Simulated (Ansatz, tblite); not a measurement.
# In6Sb6 wurtzite hole sphere (In6Sb6H18): a ladder of methods and basis sets

An exercise on one series of results from a longer session: the logs are not shown, and one member is left open.

Method: as each input shows; program: Ansatz 0.2.0, Gaussian basis.

Plan: GFN1-xTB, GFN2-xTB, PBE-D4/def2-TZVP, r2SCAN-D4/def2-TZVP, r2SCANh-D4/def2-TZVP, B3LYP-D4/def2-TZVP, revPBE-D4/def2-TZVP, PBE-D4/def2-SVP, PBE0-D4/def2-SVP, MP2/def2-SVP, RPA/def2-SVP.

1 further run of the same task is left out (set aside as unsound or not needed).

**The structure**

The geometry is that of the singlet, from an earlier relaxation (PBE-D4/def2-SVP).

30 atoms, charge 0, spin multiplicity 1.

Bond lengths: Sb1–In2 2.913 Å, Sb1–In7 2.913 Å, Sb1–H13 1.716 Å, Sb1–H14 1.725 Å, In2–Sb4 2.812 Å, In2–Sb5 2.913 Å, In2–H15 1.740 Å, In3–Sb4 2.903 Å, In3–Sb8 2.903 Å, In3–H16 1.750 Å, In3–H17 1.736 Å, Sb4–In6 2.903 Å, Sb4–H18 1.724 Å, Sb5–In10 2.913 Å, Sb5–H19 1.725 Å, Sb5–H20 1.716 Å, In6–Sb12 2.903 Å, In6–H21 1.751 Å and more. Angles: In2–Sb1–In7 125.2°, In2–Sb1–H13 109.3°, In2–Sb1–H14 106.8°, In7–Sb1–H13 109.3°, In7–Sb1–H14 106.8°, H13–Sb1–H14 95.4°, Sb1–In2–Sb4 102.6°, Sb1–In2–Sb5 92.4°, Sb1–In2–H15 111.5°, Sb4–In2–Sb5 102.6°, Sb4–In2–H15 129.6°, Sb5–In2–H15 111.5°, Sb4–In3–Sb8 96.2°, Sb4–In3–H16 104.1°, Sb4–In3–H17 109.4°, Sb8–In3–H16 104.1°, Sb8–In3–H17 109.5°, H16–In3–H17 128.6° and more.

In, Sb take a core potential in the def2 sets. No spin-orbit coupling is included.

PBE0-D4/def2-TZVP was run before; its log isn't repeated, and its numbers join the tables.

Set-up of the first run:

Tight binding, by tblite at 300 K electronic temperature and without a spin-polarisation term:

```python
tblite.interface.Calculator('GFN1-xTB', numbers, positions, charge=0, uhf=0).singlepoint()
```

Tight binding, by tblite at 300 K electronic temperature and without a spin-polarisation term:

```python
tblite.interface.Calculator('GFN2-xTB', numbers, positions, charge=0, uhf=0).singlepoint()
```

start.molden holds the orbitals of an earlier run on this state, given as this run's starting guess.

Input file in.yaml:

```yaml
crystal:
  periodic: [false, false, false]
  atoms:
    - {symbol: Sb, position_ang: [-0.004600, -2.430715, -2.076873]}
    - {symbol: In, position_ang: [-2.588771, -1.493293, -1.112727]}
    - {symbol: In, position_ang: [0.003284, -3.077764, 2.295201]}
    - {symbol: Sb, position_ang: [-2.159137, -1.248842, 1.655762]}
    - {symbol: Sb, position_ang: [-2.105008, 1.213651, -2.074150]}
    - {symbol: In, position_ang: [-2.663801, 1.539085, 2.288576]}
    - {symbol: In, position_ang: [2.582761, -1.493222, -1.122214]}
    - {symbol: Sb, position_ang: [2.163364, -1.249107, 1.648005]}
    - {symbol: Sb, position_ang: [2.099075, 1.214528, -2.080434]}
    - {symbol: In, position_ang: [-0.001956, 2.987102, -1.115453]}
    - {symbol: In, position_ang: [2.669753, 1.537401, 2.285691]}
    - {symbol: Sb, position_ang: [0.002858, 2.495458, 1.653448]}
    - {symbol: H, position_ang: [-0.004520, -4.146328, -2.120799]}
    - {symbol: H, position_ang: [-0.008069, -2.225633, -3.789364]}
    - {symbol: H, position_ang: [-3.901666, -2.248578, -1.969246]}
    - {symbol: H, position_ang: [0.000592, -4.221872, 0.970559]}
    - {symbol: H, position_ang: [0.005759, -3.395848, 4.002109]}
    - {symbol: H, position_ang: [-3.581540, -2.069431, 2.180118]}
    - {symbol: H, position_ang: [-1.912078, 1.101491, -3.784332]}
    - {symbol: H, position_ang: [-3.590188, 2.070649, -2.138219]}
    - {symbol: H, position_ang: [-3.645781, 2.105950, 0.954356]}
    - {symbol: H, position_ang: [-2.951760, 1.706992, 3.992590]}
    - {symbol: H, position_ang: [3.892344, -2.249657, -1.982729]}
    - {symbol: H, position_ang: [3.587389, -2.070427, 2.166656]}
    - {symbol: H, position_ang: [1.909822, 1.108043, -3.791424]}
    - {symbol: H, position_ang: [3.584953, 2.071183, -2.137353]}
    - {symbol: H, position_ang: [-0.003793, 4.500569, -1.974129]}
    - {symbol: H, position_ang: [2.955217, 1.700879, 3.990720]}
    - {symbol: H, position_ang: [3.652641, 2.107928, 0.954080]}
    - {symbol: H, position_ang: [0.003457, 4.137906, 2.176674]}
basis:
  gaussian: {orbitals: def2-TZVP, fitting: {mean_field: def2-universal-jkfit}, initial_orbitals: start.molden}
hamiltonian: {xc: pbe, dispersion: d4}
scf: {omitted_lower_state_checks: [starts]}
output: {forces: true, orbitals: {seedname: orbitals}}
```

On the command line:

```sh
$ ansatz run in.yaml --threads 2 --pin off --events-out ev --progress --plain --max-ram 32768MiB --backend cuda --devices 0, --max-vram 18GiB
```

Among the steps run: PBE-D4/def2-TZVP; r2SCAN-D4/def2-TZVP; r2SCANh-D4/def2-TZVP; B3LYP-D4/def2-TZVP; revPBE-D4/def2-TZVP; PBE-D4/def2-SVP; PBE0-D4/def2-SVP; MP2/def2-SVP; RPA/def2-SVP.

One of the session's tables, all rows but one given; the rest of the session is left out.

It belongs to the step «Binding energy». 

```
               level  binding an atom (eV)
         HF/def2-SVP                 1.349
     PBE-D4/def2-SVP                 2.154
    PBE-D4/def2-TZVP                 2.173
 revPBE-D4/def2-TZVP                 2.099
 r2SCAN-D4/def2-TZVP                 2.171
r2SCANh-D4/def2-TZVP                 2.164
  B3LYP-D4/def2-TZVP                     ?
    PBE0-D4/def2-SVP                 2.143
   PBE0-D4/def2-TZVP                 2.164
        MP2/def2-SVP                 1.934
```

**Question.** Estimate the row for B3LYP-D4/def2-TZVP.

The run gave: binding an atom (eV): 2.184. In the column «binding an atom (eV)» it is the highest.

Limits of these values: Free atoms were run apart at each level; binding is atoms less cluster, divided by the number of atoms, without zero-point or spin-orbit terms.
